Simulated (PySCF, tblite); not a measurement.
**GeH₇NSi₂, a small gas-phase stand-in for a defect centre: NMR shifts, core binding energies and electronic excitations**

What NMR shifts, core binding energies and electronic excitations should one expect for `[SiH3][N]([SiH3])[GeH]`? It is drawn as: twofold Ge.

Programs: tblite 0.8.0 and PySCF 2.14.0. All values are calculated, for the isolated system unless a continuum is named. Atoms count from 0, parts from 1.

## Step 1: Starting point

11 atoms, charge 0, multiplicity 1; geometry: distance geometry start.

## Step 2: Geometry optimisation with GFN2-xTB

The job: settings as JSON, then the geometry in Å.

```
{"job": {"kind": "relax", "xc": "GFN2-xTB", "basis": "xTB"}, "charge": 0, "multiplicity": 1}
Ge    -0.555878    -1.983673    -0.803206
N      0.122248    -0.241504    -0.631105
Si     1.581446    -0.132167     0.357179
Si    -1.106435     0.977196    -0.308069
H     -1.740376    -2.125062     0.178271
H      2.281623     1.152052     0.212089
H      1.343958    -0.363754     1.773661
H      2.518983    -1.152436    -0.185500
H     -0.704090     1.885270     0.778997
H     -1.479087     1.724750    -1.515469
H     -2.329830     0.294215     0.181675
```

With the program's defaults for keys left out, this is: GFN2-xTB geometry optimisation, gas phase.

Started as:

```sh
$ OMP_NUM_THREADS=1 python cluster_run.py task.json out
```

One launch serves the whole session: the jobs run in the order shown.

What it wrote:

```text
step      E/eV     max force
  0    -324.28908    2.176
  1    -324.40385    1.472
  2    -324.51467    0.531
  3    -324.53552    0.464
  4    -324.55555    0.398
  5    -324.57113    0.463
  6    -324.58960    0.462
  7    -324.61108    0.463
  8    -324.63302    0.418
  9    -324.64570    0.290
 10    -324.65321    0.215
 11    -324.65941    0.231
 12    -324.66641    0.290
 13    -324.67756    0.284
 14    -324.69088    0.289
 15    -324.70021    0.237
 16    -324.70500    0.201
 17    -324.71031    0.215
 18    -324.71701    0.231
 19    -324.72670    0.254
 20    -324.73626    0.316
 21    -324.74333    0.262
 22    -324.74801    0.158
 23    -324.75194    0.183
 24    -324.75763    0.193
 25    -324.76458    0.198
 26    -324.77173    0.277
 27    -324.77883    0.318
 28    -324.78609    0.277
 29    -324.79351    0.252
 30    -324.80176    0.257
 31    -324.80835    0.248
 32    -324.81427    0.309
 33    -324.82017    0.215
 34    -324.82760    0.221
 35    -324.83174    0.225
 36    -324.83841    0.269
 37    -324.84302    0.248
 38    -324.84607    0.138
 39    -324.84827    0.073
 40    -324.84891    0.065
 41    -324.84947    0.057
 42    -324.85005    0.049
 43    -324.85083    0.053
 44    -324.85128    0.035
 45    -324.85143    0.020
 46    -324.85149    0.021
 47    -324.85158    0.026
 48    -324.85171    0.030
 49    -324.85188    0.035
 50    -324.85204    0.028
 51    -324.85214    0.030
 52    -324.85222    0.032
 53    -324.85235    0.033
 54    -324.85263    0.056
 55    -324.85316    0.083
 56    -324.85394    0.095
 57    -324.85475    0.079
 58    -324.85545    0.059
 59    -324.85608    0.065
 60    -324.85704    0.090
 61    -324.85846    0.094
 62    -324.85994    0.099
 63    -324.86133    0.088
 64    -324.86245    0.120
 65    -324.86333    0.208
 66    -324.86530    0.108
 67    -324.86711    0.066
 68    -324.86909    0.054
 69    -324.86961    0.060
 70    -324.86997    0.040
 71    -324.87030    0.048
 72    -324.87052    0.051
 73    -324.87070    0.029
 74    -324.87080    0.026
 75    -324.87089    0.032
 76    -324.87102    0.042
 77    -324.87117    0.042
 78    -324.87128    0.036
 79    -324.87135    0.031
 80    -324.87139    0.025
 81    -324.87144    0.026
 82    -324.87151    0.022
 83    -324.87158    0.028
 84    -324.87165    0.027
 85    -324.87170    0.032
 86    -324.87175    0.028
 87    -324.87178    0.015
 88    -324.87179    0.008
 89    -324.87180    0.007
```

Wall time 1.3 s (1 thread of Arm Neoverse V1, shared host).

Relaxation path:

```csv
step,energy from step 0 (eV),largest force (eV/Å)
0,0.0000,2.1760
3,-0.2464,0.4636
6,-0.3005,0.4621
9,-0.3566,0.2896
12,-0.3773,0.2896
15,-0.4111,0.2370
18,-0.4279,0.2306
21,-0.4543,0.2628
24,-0.4685,0.1932
27,-0.4898,0.3180
30,-0.5127,0.2564
33,-0.5311,0.2149
36,-0.5493,0.2694
39,-0.5592,0.0723
42,-0.5610,0.0492
45,-0.5623,0.0197
48,-0.5626,0.0296
51,-0.5631,0.0299
54,-0.5635,0.0554
57,-0.5657,0.0784
60,-0.5680,0.0892
63,-0.5722,0.0883
66,-0.5762,0.1081
69,-0.5805,0.0603
72,-0.5814,0.0509
75,-0.5818,0.0312
78,-0.5822,0.0364
81,-0.5824,0.0256
84,-0.5826,0.0269
87,-0.5827,0.0157
89,-0.5827,0.0073
```

Distances of close pairs at the start and the end, largest changes first:

```csv
bond,before (Å),after (Å),change (Å)
Ge0–H4,1.545,1.662,+0.117
Ge0–N1,1.877,1.844,-0.033
Si3–H10,1.484,1.460,-0.024
N1–Si2,1.766,1.744,-0.022
Si2–H7,1.488,1.469,-0.020
N1–Si3,1.760,1.748,-0.013
Si2–H6,1.455,1.465,+0.010
Si3–H8,1.472,1.466,-0.006
```

## Step 3: Optimising the geometry at PBE0-D3(BJ)/def2-SVP

The job: settings as JSON, then the geometry in Å.

```
{"job": {"xc": "PBE0", "basis": "def2-SVP", "d3": "d3bj", "grid": 2, "kind": "geom", "shake": 0.01}, "charge": 0, "multiplicity": 1}
Ge    -0.334342    -2.152318    -0.682398
N     -0.015181    -0.424397    -0.082554
Si     1.629910    -0.091846     0.331540
Si    -1.144600     0.880160    -0.008768
H     -1.968914    -1.856534    -0.996237
H      2.185830     0.938171    -0.563020
H      1.715337     0.366734     1.730544
H      2.395457    -1.348510     0.176776
H     -0.724900     1.835792     1.031960
H     -1.231343     1.523664    -1.310360
H     -2.474567     0.300584     0.382816
```

What it wrote:

```text
step   0  E = -2713.90382603  max force = 0.023311
step   1  E = -2713.90853505  max force = 0.012240
step   2  E = -2713.90947752  max force = 0.003740
step   3  E = -2713.90964493  max force = 0.000925
step   4  E = -2713.90980830  max force = 0.001670
step   5  E = -2713.91002048  max force = 0.003096
step   6  E = -2713.91026266  max force = 0.004367
step   7  E = -2713.91036748  max force = 0.002439
step   8  E = -2713.91041829  max force = 0.000386
step   9  E = -2713.91042296  max force = 0.000311
optimisation converged
```

Wall time 73 s (1 thread of Arm Neoverse V1, shared host); peak memory 0.6 GiB.

Step by step:

```csv
step,energy from step 0 (eV),largest force component (eV/Å)
0,0.0000,1.1987
1,-0.1281,0.6294
2,-0.1538,0.1923
3,-0.1583,0.0476
4,-0.1628,0.0859
5,-0.1686,0.1592
6,-0.1751,0.2246
7,-0.1780,0.1254
8,-0.1794,0.0198
9,-0.1795,0.0160
```

Close pairs (by a distance rule), those that changed most:

```csv
bond,before (Å),after (Å),change (Å)
Ge0–H4,1.691,1.613,-0.077
N1–Si3,1.727,1.767,+0.040
Si3–H9,1.455,1.492,+0.038
N1–Si2,1.729,1.761,+0.032
Si3–H8,1.474,1.499,+0.025
Si2–H5,1.473,1.495,+0.022
Si2–H6,1.475,1.495,+0.020
Si2–H7,1.480,1.493,+0.014
```

The end geometry stands in the next job.

```csv
at the end point,value
point group (found at 0.08 Å tolerance),Cs
"rotational constants (GHz, main isotopes)","3.075, 1.843, 1.184"
dipole moment (D),0.07
```

## Step 4: NMR shieldings: PBE0/pcSseg-2

The job: settings as JSON, then the geometry in Å.

```
{"job": {"kind": "nmr", "xc": "PBE0", "basis": "pcSseg-2"}, "charge": 0, "multiplicity": 1}
Ge    -0.414532    -2.078051    -0.894743
N      0.037243    -0.439286    -0.147913
Si     1.665000    -0.157506     0.462077
Si    -1.181482     0.836998    -0.058816
H     -1.928936    -1.607736    -1.192257
H      2.305990     0.994320    -0.243432
H      1.644016     0.151297     1.924886
H      2.463310    -1.396903     0.224967
H     -0.551566     2.037488     0.580040
H     -1.661647     1.218386    -1.419249
H     -2.344597     0.412408     0.774412
```

With the program's defaults for keys left out, this is: GIAO PBE0/pcSseg-2 NMR shielding, non-relativistic, gas phase.

What it wrote:

```text
coarse grid: 42664 points
cycle   1  E = -2714.4030472253  dE = -7.913e-01  |g| = 1.073e+00  |ddm| = 2.483e+00
cycle   2  E = -2714.1710753975  dE =  2.320e-01  |g| = 1.497e+00  |ddm| = 9.308e-01
cycle   3  E = -2714.4534949749  dE = -2.824e-01  |g| = 3.715e-01  |ddm| = 7.998e-01
cycle   4  E = -2714.4850028106  dE = -3.151e-02  |g| = 9.978e-02  |ddm| = 2.544e-01
cycle   5  E = -2714.4861862014  dE = -1.183e-03  |g| = 1.969e-02  |ddm| = 5.453e-02
cycle   6  E = -2714.4862489186  dE = -6.272e-05  |g| = 3.958e-03  |ddm| = 1.619e-02
cycle   7  E = -2714.4862525440  dE = -3.625e-06  |g| = 3.930e-04  |ddm| = 4.124e-03
final grid: 85488 points
cycle   8  E = -2714.4862338663  dE = -6.558e-08  |g| = 3.711e-04  |ddm| = 1.847e-03
cycle   9  E = -2714.4862338492  dE =  1.709e-08  |g| = 4.463e-04  |ddm| = 7.236e-04
cycle  10  E = -2714.4862338963  dE = -4.716e-08  |g| = 1.598e-04  |ddm| = 3.737e-04
cycle  11  E = -2714.4862339016  dE = -5.214e-09  |g| = 1.381e-05  |ddm| = 9.423e-05
cycle  12  E = -2714.4862339016  dE = -4.047e-11  |g| = 6.875e-06  |ddm| = 1.435e-05
converged SCF energy = -2714.4862339016

GIAO shielding tensors (ppm)
atom      isotropic    diamagn.    paramagn.     s11        s22        s33       span
  0 Ge     471.304    2756.455   -2285.151   -840.386    965.265   1289.032   2129.419
  1 N       85.110     321.417    -236.307   -152.735    112.243    295.821    448.556
  2 Si     376.345     877.172    -500.826    321.887    357.944    449.205    127.318
  3 Si     390.582     877.362    -486.780    354.465    368.273    449.008     94.543
  4 H       22.069      29.085      -7.016     17.645     18.943     29.618     11.972
  5 H       26.065      28.552      -2.488     23.230     24.458     30.507      7.277
  6 H       26.067      28.527      -2.460     23.235     24.420     30.546      7.311
  7 H       25.984      28.327      -2.343     23.226     25.023     29.703      6.476
  8 H       25.927      29.186      -3.259     22.154     25.356     30.270      8.116
  9 H       26.198      28.948      -2.750     23.381     24.415     30.798      7.417
 10 H       26.192      28.942      -2.750     23.380     24.412     30.784      7.404
```

Wall time 45 s (1 thread of Arm Neoverse V1, shared host); peak memory 1.2 GiB.

Shifts follow as δ = σ(reference) − σ, with reference shieldings (ppm) from runs at the same level and on the same kind of geometry: $^{1}$H TMS 31.25, $^{29}$Si TMS 341.3, $^{15}$N NH3 261.7, $^{73}$Ge GeMe4 1337. The references are single molecules in the gas phase, so shifts against H2O, NH3, PH3, H3PO4 or CFCl3 are not on the usual liquid scales and can be off by tens of ppm. Atoms listed in one row are averaged.

```csv
atoms,environment,σ (ppm),δ (ppm)
H4,hydrogen on a germanium bonded to N,22.07,9.18
H8,hydrogen on a silicon bonded to N,25.93,5.32
H7,hydrogen on a silicon bonded to N,25.98,5.26
H5,hydrogen on a silicon bonded to N,26.06,5.18
H6,hydrogen on a silicon bonded to N,26.07,5.18
"H9, H10",hydrogen on a silicon bonded to N,26.19,5.05
Ge0,"germanium bonded to N, H",471,866
N1,"nitrogen bonded to Ge, 2 Si",85.1,176.6
Si2,"silicon bonded to N, 3 H",376.3,-35.1
Si3,"silicon bonded to N, 3 H",390.6,-49.3
```

Charges from the same density, by scheme (e):

```csv
atoms,Mulliken,IAO,Hirshfeld,ESP fit
Ge0,0.32,0.38,0.28,0.01
N1,-0.82,-0.93,-0.35,-0.05
Si2,0.69,0.73,0.33,0.45
Si3,0.69,0.73,0.33,0.21
```

Mayer bond orders: Ge0–N1 1.08, N1–Si2 0.87, N1–Si3 0.85.

## Step 5: Core-electron binding energies: SCAN, X2C

Settings changed since step 4:

```diff
@@ -1,2 +1,2 @@
-{"job": {"kind": "nmr", "xc": "PBE0", "basis": "pcSseg-2"}, "charge": 0, "multiplicity": 1}
+{"job": {"kind": "xps", "holes": 5}, "charge": 0, "multiplicity": 1}
 Ge    -0.414532    -2.078051    -0.894743
```

With the program's defaults for keys left out, this is: delta-SCF UKS SCAN, pcX-2 on the ionised atom, pcseg-1 elsewhere, spin-free X2C.

What it wrote:

```text
ground state, core basis on atom 1 (N), 143 functions
  cycle   1  E = -2732.94981030  |g| = 5.45e-01
  cycle   2  E = -2732.34200946  |g| = 1.56e+00
  cycle   3  E = -2733.00920015  |g| = 1.51e-01
  cycle   4  E = -2733.01702979  |g| = 4.75e-02
  cycle   5  E = -2733.01779381  |g| = 9.48e-03
  cycle   6  E = -2733.01781072  |g| = 5.03e-03
  cycle   7  E = -2733.01782299  |g| = 6.89e-04
  cycle   8  E = -2733.01782076  |g| = 1.13e-04
  E(ground) = -2733.21395762 Eh
hole in N 1s of atom 1
  cycle   1  E = -2717.42549291  |g| = 1.88e+00
  cycle   2  E = -2716.27862587  |g| = 2.34e+00
  cycle   3  E = -2718.08042950  |g| = 4.87e-01
  cycle   4  E = -2718.16198269  |g| = 1.79e-01
  cycle   5  E = -2718.17732788  |g| = 1.84e-02
  cycle   6  E = -2718.17756785  |g| = 7.92e-03
  cycle   7  E = -2718.17762390  |g| = 1.96e-03
  cycle   8  E = -2718.17762380  |g| = 8.82e-04
  cycle   9  E = -2718.17762742  |g| = 2.50e-04
  E(ion) = -2718.37215580 Eh   <S^2> = 0.7715   hole on atom = 1.000   binding energy = 403.866 eV
ground state, core basis on atom 2 (Si), 154 functions
  cycle   1  E = -2733.09746546  |g| = 2.89e-01
  cycle   2  E = -2733.09670466  |g| = 7.80e-02
  cycle   3  E = -2733.09234567  |g| = 1.49e-01
  cycle   4  E = -2733.09774789  |g| = 2.33e-02
  cycle   5  E = -2733.09788415  |g| = 2.25e-03
  cycle   6  E = -2733.09788695  |g| = 2.39e-04
  E(ground) = -2733.25460620 Eh
hole in Si 2p of atom 2
  cycle   1  E = -2728.81561397  |g| = 1.23e+00
  cycle   2  E = -2727.37820990  |g| = 1.53e+00
  cycle   3  E = -2728.47824903  |g| = 9.27e-01
  cycle   4  E = -2729.07021197  |g| = 3.59e-01
  cycle   5  E = -2729.12094538  |g| = 2.10e-01
  cycle   6  E = -2729.14184340  |g| = 3.70e-02
  cycle   7  E = -2729.14277611  |g| = 1.13e-02
  cycle   8  E = -2729.14284444  |g| = 3.97e-03
  cycle   9  E = -2729.14285856  |g| = 5.14e-04
  cycle  10  E = -2729.14285878  |g| = 1.33e-04
  E(ion) = -2729.31090012 Eh   <S^2> = 0.7517   hole on atom = 1.003   binding energy = 107.314 eV
  2p3/2 = 107.086 eV   2p1/2 = 107.710 eV
ground state, core basis on atom 3 (Si), 154 functions
  cycle   1  E = -2733.09723244  |g| = 2.89e-01
  cycle   2  E = -2733.09717382  |g| = 5.17e-02
  cycle   3  E = -2733.09612769  |g| = 7.50e-02
  cycle   4  E = -2733.09743047  |g| = 2.98e-02
  cycle   5  E = -2733.09763391  |g| = 1.98e-03
  cycle   6  E = -2733.09763467  |g| = 2.92e-04
  E(ground) = -2733.25457573 Eh
hole in Si 2p of atom 3
  cycle   1  E = -2728.81681742  |g| = 1.24e+00
  cycle   2  E = -2728.06660481  |g| = 1.40e+00
  cycle   3  E = -2728.86226525  |g| = 6.16e-01
  cycle   4  E = -2729.09965011  |g| = 3.03e-01
  cycle   5  E = -2729.12931742  |g| = 1.73e-01
  cycle   6  E = -2729.14392884  |g| = 2.92e-02
  cycle   7  E = -2729.14451445  |g| = 4.07e-03
  cycle   8  E = -2729.14452717  |g| = 1.21e-03
  cycle   9  E = -2729.14452657  |g| = 4.84e-04
  E(ion) = -2729.31179658 Eh   <S^2> = 0.7518   hole on atom = 1.003   binding energy = 107.288 eV
  2p3/2 = 107.059 eV   2p1/2 = 107.683 eV
```

Run time: 17 s. Hardware: 1 thread of Arm Neoverse V1, shared host; peak memory 0.54 GiB.

The holes in one table. −ε is the ground-state orbital energy:

```csv
hole,stands for,environment,ΔSCF (eV; 2p as the shell's mean),−ε (eV),⟨S²⟩
N1s on N1,N1,"nitrogen bonded to Ge, 2 Si",403.87,386.1,0.772
Si2p on Si2,Si2,"silicon bonded to N, 3 H",107.29,96.6,0.752
Si2p on Si3,Si3,"silicon bonded to N, 3 H",107.27,96.5,0.752
```

With the spin-orbit splitting: Si2 2p3/2 107.09, 2p1/2 107.71 eV; Si3 2p3/2 107.06, 2p1/2 107.68 eV. The table gives each 2p level as the mean over the whole 2p shell (two parts 2p3/2, one part 2p1/2), which differs a little from the single hole in the log.

## Step 6: TDDFT and polarisability: CAM-B3LYP/def2-SVPD

Settings changed since step 5:

```diff
@@ -1,2 +1,2 @@
-{"job": {"kind": "xps", "holes": 5}, "charge": 0, "multiplicity": 1}
+{"job": {"kind": "uv", "xc": "CAM-B3LYP", "basis": "def2-SVPD", "nstates": 6, "ntriplets": 2, "ip": true}, "charge": 0, "multiplicity": 1}
 Ge    -0.414532    -2.078051    -0.894743
```

Level: TDDFT CAM-B3LYP/def2-SVPD, vertical, gas phase, core orbitals frozen in the response.

What it wrote:

```text
coarse grid: 42664 points
cycle   1  E = -2714.5326127350  dE = -7.515e-01  |g| = 5.446e-01  |ddm| = 3.602e+00
cycle   2  E = -2714.4822394822  dE =  5.037e-02  |g| = 7.348e-01  |ddm| = 1.266e+00
cycle   3  E = -2714.5858563526  dE = -1.036e-01  |g| = 1.001e-01  |ddm| = 7.132e-01
cycle   4  E = -2714.5881453791  dE = -2.289e-03  |g| = 3.286e-02  |ddm| = 1.495e-01
cycle   5  E = -2714.5883038097  dE = -1.584e-04  |g| = 5.054e-03  |ddm| = 4.523e-02
cycle   6  E = -2714.5883118941  dE = -8.084e-06  |g| = 7.235e-04  |ddm| = 1.222e-02
final grid: 85488 points
cycle   7  E = -2714.5882743004  dE = -2.034e-07  |g| = 5.371e-04  |ddm| = 3.383e-03
cycle   8  E = -2714.5882743302  dE = -2.976e-08  |g| = 5.260e-04  |ddm| = 1.480e-03
cycle   9  E = -2714.5882743690  dE = -3.885e-08  |g| = 6.099e-05  |ddm| = 6.050e-04
cycle  10  E = -2714.5882743700  dE = -9.486e-10  |g| = 2.792e-05  |ddm| = 1.151e-04
converged SCF energy = -2714.5882743700

Static polarisability (au): isotropic 94.805, principal 76.542 100.606 107.267

Singlet excitations
state   eV       nm        f      main configurations
  1   3.2449    382.1   0.01663   H->L 0.98
  2   5.1001    243.1   0.06751   H-1->L 0.95
  3   5.7439    215.9   0.01447   H-2->L 0.89
  4   5.8510    211.9   0.06905   H->L+1 0.91
  5   6.5309    189.8   0.15024   H->L+2 0.60, H->L+3 0.21, H->L+4 0.14
  6   6.5799    188.4   0.00225   H-1->L+1 0.96

Triplet excitations (Tamm-Dancoff, eV): 2.1895 4.0735
Vertical ionisation energy (delta-SCF) = 9.0449 eV
Vertical electron affinity (delta-SCF) = 0.5850 eV
```

It took 67 s on 1 thread of Arm Neoverse V1, shared host; peak memory 0.87 GiB.

Frontier orbitals and where they lie:

```csv
orbital,eV,atoms
HOMO−3,-10.87,"Si3 23 %, Si2 18 %, H7 15 %"
HOMO−2,-10.61,"N1 26 %, Ge0 18 %, Si2 15 %"
HOMO−1,-9.29,"N1 46 %, Si2 12 %, Si3 10 %"
HOMO,-8.15,"Ge0 62 %, H4 18 %, N1 10 %"
LUMO,-1.29,"Ge0 70 %, N1 15 %, H4 9 %"
LUMO+1,0.61,"Ge0 25 %, Si2 18 %, Si3 16 %"
LUMO+2,1.10,"Ge0 24 %, Si2 20 %, Si3 19 %"
```

With each of the 6 states as a Gaussian band of 0.4 eV half-width at 1/e, the curve within the window shown has maxima at 382 nm (ε 670), 241 nm (ε 2,900), 190 nm (ε 6,400) L/(mol cm). Beyond the last state computed it falls off for lack of states. The curve at chosen wavelengths:

| nm | ε (L/mol/cm) |
| --- | --- |
| 180 | 2897 |
| 192 | 6246 |
| 203 | 4100 |
| 215 | 3572 |
| 226 | 2679 |
| 238 | 2853 |
| 249 | 2517 |
| 261 | 1254 |
| 272 | 426 |
| 284 | 91 |
| 295 | 20 |
| 307 | 16 |
| 318 | 48 |
| 330 | 133 |
| 341 | 262 |
| 353 | 434 |
| 364 | 575 |
| 376 | 663 |
| 387 | 666 |
| 399 | 597 |
| 410 | 494 |
| 422 | 372 |
| 433 | 269 |
| 445 | 179 |
| 456 | 119 |
| 468 | 73 |

Ground-state properties from the same run:

```csv
property,computed
dipole moment (D),0.14
polarisability (Å³),14.05
HOMO–LUMO gap (eV),6.86
−ε(HOMO) (eV),8.15
```

## Step 7: What came out

| quantity | value |
| --- | --- |
| point group | Cs |
| rotational constants (main isotopes) | 3.07, 1.84, 1.18 GHz |
| $^{1}$H shifts against TMS (PBE0/pcSseg-2, means over atoms taken as alike) | 9.18, 5.32, 5.26, 5.18, 5.18, 5.05 ppm |
| $^{73}$Ge shifts against GeMe4 (PBE0/pcSseg-2) | 866 ppm |
| $^{15}$N shifts against NH3 (PBE0/pcSseg-2) | 176.6 ppm |
| $^{29}$Si shifts against TMS (PBE0/pcSseg-2) | -35.1, -49.3 ppm |
| Si2p binding energies, SCAN/pcX-2 | Si2 107.29, Si3 107.27 eV |
| N1s binding energies, SCAN/pcX-2 | N1 403.87 eV |
| lowest singlet (CAM-B3LYP/def2-SVPD) | 3.24 eV (382 nm), f = 0.017 |
| brightest single state of those computed | state 5, 6.53 eV, f = 0.150 |
| lowest triplet | 2.19 eV |
| vertical ionisation energy (ΔSCF) | 9.04 eV |
| vertical electron affinity (ΔSCF) | 0.58 eV |

In words: The start of the PBE0/def2-SVP relaxation was shaken at random by about 0.01 Å, so part of the energy gained, and of the first lengths quoted, undoes that. Over 9 steps the energy fell by 0.180 eV; of the close pairs, Ge0–H4 changed most, 1.691 to 1.613 Å (PBE0/def2-SVP). No frequency check was run at this level, so the end point may be a saddle. Hydrogens of an XH3 group are listed apart at this fixed geometry; free rotation makes them one line at their mean. At PBE0/pcSseg-2: Shielding is most anisotropic at Ge0 (span 2129 ppm, paramagnetic term -2285 ppm). At SCAN/pcX-2: the Si2p levels computed lie within 0.03 eV of one another, too close to rank. The first singlet state (HOMO→LUMO 0.98) lies at 3.24 eV and is weak; of the 6 states computed, the strongest absorption comes from state 5 at 6.53 eV. The lowest triplet lies 1.06 eV below the lowest singlet (triplets in Tamm-Dancoff, singlets in full TDDFT). ΔSCF puts the ionisation energy at 9.04 eV, 0.90 eV above −ε(HOMO). Spin-orbit coupling is left out, which matters for shieldings and couplings at and beside the heavy atoms. A capped cluster stands for the solid here, so long-range fields and strain are missing, and bands or shifts of the capping hydrogens have no counterpart in it.
